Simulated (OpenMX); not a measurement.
WF:

```
W F
1.0
     5.30927    0.00000    0.00000
     4.60648    2.63983    0.00000
     4.60648    1.22636    2.33768
W F
1 1
Cartesian
  11.8228 3.1475 1.9031
  13.6091 3.6231 2.1907
```

The cell was built by a generator and needn't be a form met in nature.

Base run:

- Program: OpenMX 3.8.5
- Functional: PBE
- Potentials or basis: OpenMX 2013 PBE set, W7.0-s3p2d2f1, F6.0-s2p2d1, grid cutoff 400 Ry
- k mesh: 9 × 9 × 9
- Occupations: fermi-dirac, width 0.05 eV
- Spin: no spin polarisation

Its results: band gap on the k mesh none (metal or under the smearing width); pressure 2.6 GPa.

The run is repeated on the same cell with these changes: dispersion from none to D3. What comes out?

Band gap on the k mesh none (metal or under the smearing width); pressure 0.0 GPa.

Dispersion adds attraction, which lowers the pressure at fixed volume and, as a term added to the energy, leaves the levels alone.

Caveats: the real-space grid is too coarse here: the forces don't sum to zero and aren't listed, and the energy moves when atoms move against the grid; the basis of atomic orbitals isn't converged, which shifts pressures, moduli and gaps; an odd number of electrons without spin polarisation forces a metal; a magnetic or distorted state may lie lower; pairwise dispersion overbinds metals, which lowers pressure and volume (some runs).
